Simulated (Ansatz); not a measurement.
# F2H5N2OTa: the cost of one run

Program: Ansatz 0.2.0. Level of theory: RKS B3LYP-D4/def2-SVP. These are calculated values, not measurements.

## 1. The starting structure

Bond lengths: Ta1–O2 2.020 Å, O2–H3 1.010 Å, Ta1–N4 2.160 Å, N4–H5 1.060 Å, N4–H6 1.060 Å, Ta1–N7 2.160 Å, N7–H8 1.060 Å, N7–H9 1.060 Å, Ta1–F10 1.930 Å, Ta1–F11 1.930 Å. Angles (14 of 17 angles, heavy atoms first): O2–Ta1–N4 90.0°, O2–Ta1–N7 90.0°, O2–Ta1–F10 120.0°, O2–Ta1–F11 120.0°, N4–Ta1–N7 180.0°, N4–Ta1–F10 90.0°, N4–Ta1–F11 90.0°, N7–Ta1–F10 90.0°, N7–Ta1–F11 90.0°, F10–Ta1–F11 120.0°, Ta1–O2–H3 109.5°, Ta1–N4–H5 120.0°, Ta1–N4–H6 120.0°, Ta1–N7–H8 120.0°.

Coordinates:

```xyz
11

Ta    0.0000    0.0000    0.0000
O     2.0200    0.0000    0.0000
H     2.3571   -0.5308    0.7903
N     0.0000    0.0000    2.1600
H    -0.2456   -0.8845    2.6900
H     0.2456    0.8845    2.6900
N     0.0000    0.0000   -2.1600
H    -0.6116   -0.6845   -2.6900
H     0.6116    0.6845   -2.6900
F    -0.9650    1.6714    0.0000
F    -0.9650   -1.6714    0.0000
```

## 2. Relaxing the start

Contents of input.yaml:

```yaml
crystal:
  periodic: [false, false, false]
  atoms:
    - { symbol: Ta, position_ang: [0.0, 0.0, 0.0] }
    - { symbol: O, position_ang: [2.02, 0.0, 0.0] }
    - { symbol: H, position_ang: [2.3571, -0.5308, 0.7903] }
    - { symbol: "N", position_ang: [0.0, 0.0, 2.16] }
    - { symbol: H, position_ang: [-0.2456, -0.8845, 2.69] }
    - { symbol: H, position_ang: [0.2456, 0.8845, 2.69] }
    - { symbol: "N", position_ang: [0.0, 0.0, -2.16] }
    - { symbol: H, position_ang: [-0.6116, -0.6845, -2.69] }
    - { symbol: H, position_ang: [0.6116, 0.6845, -2.69] }
    - { symbol: F, position_ang: [-0.965, 1.6714, 0.0] }
    - { symbol: F, position_ang: [-0.965, -1.6714, 0.0] }
basis:
  gaussian: { orbitals: def2-SVP }
hamiltonian:
  xc: b3lyp
  dispersion: d4
relax:
  f_tol: 0.02
  max_steps: 40
```

Launch:

```sh
$ ansatz run input.yaml --threads 2 --pin off --max-ram 3072MiB --backend cpu --events-out ev --progress --plain --runs-dir out
```

What time and memory should one allow on 2 threads of Arm Neoverse V1, shared host?

About 92 s, with a peak of 0.32 GiB.
